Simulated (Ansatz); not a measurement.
# CH4AlClO: small, medium and large basis sets

The task here is to estimate one member of a computed series from the others.

The runs use Ansatz 0.2.0, Gaussian basis; one geometry, several basis sets.

Levels to be run: PBE0-D4/def2-SVP; ωB97M-V/def2-SVP; PBE0-D4/def2-QZVPP; ωB97M-V/def2-QZVPP; the functionals' def2-TZVPP values are taken from earlier runs.

### The geometry

All runs share one geometry, relaxed beforehand with PBE0-D4 in a triple-zeta def2 set.

SMILES `C[O][AlH][Cl]`, 8 atoms, charge 0, spin multiplicity 1.

Atoms are counted from 1 here; the program's logs count them from 0.

Bond lengths: C1–O2 1.400 Å, C1–H5 1.094 Å, C1–H6 1.096 Å, C1–H7 1.094 Å, O2–Al3 1.672 Å, Al3–Cl4 2.097 Å, Al3–H8 1.563 Å. Angles: O2–C1–H5 109.9°, O2–C1–H6 112.3°, O2–C1–H7 109.8°, H5–C1–H6 108.3°, H5–C1–H7 108.0°, H6–C1–H7 108.3°, C1–O2–Al3 136.5°, O2–Al3–Cl4 118.9°, O2–Al3–H8 119.8°, Cl4–Al3–H8 121.3°.

Set-up of the first run:

in.yaml reads:

```yaml
crystal:
  periodic: [false, false, false]
  atoms:
    - {symbol: C, position_ang: [0.132232, 1.250623, 0.263001]}
    - {symbol: O, position_ang: [0.645290, 0.051987, -0.246044]}
    - {symbol: Al, position_ang: [0.103413, -1.519677, -0.426623]}
    - {symbol: Cl, position_ang: [-1.828977, -2.007773, 0.224422]}
    - {symbol: H, position_ang: [0.118428, 2.012381, -0.522456]}
    - {symbol: H, position_ang: [-0.886521, 1.136165, 0.649967]}
    - {symbol: H, position_ang: [0.770224, 1.612626, 1.074965]}
    - {symbol: H, position_ang: [1.038010, -2.593332, -1.072933]}
basis:
  gaussian: {orbitals: def2-SVP}
hamiltonian: {xc: pbe0, dispersion: d4}
output: {orbitals: {seedname: orbitals}}
```

Steps of the session up to this table: PBE0-D4 in def2-SVP; ωB97M-V in def2-SVP; PBE0-D4 in def2-QZVPP; ωB97M-V in def2-QZVPP.

One table of the session follows, with a row left open; its other results are not shown here.

It belongs to the step «Functionals by basis». 

```
functional       basis  HOMO (eV)
   PBE0-D4    def2-SVP      -8.36
   PBE0-D4  def2-TZVPP      -8.47
   PBE0-D4  def2-QZVPP      -8.49
   ωB97M-V    def2-SVP     -10.72
   ωB97M-V  def2-TZVPP     -10.87
   ωB97M-V  def2-QZVPP          ?
```

Q: Estimate the row for ωB97M-V, def2-QZVPP from the others.

The run gave: HOMO (eV): -10.91. In the column «HOMO (eV)» it is the lowest.
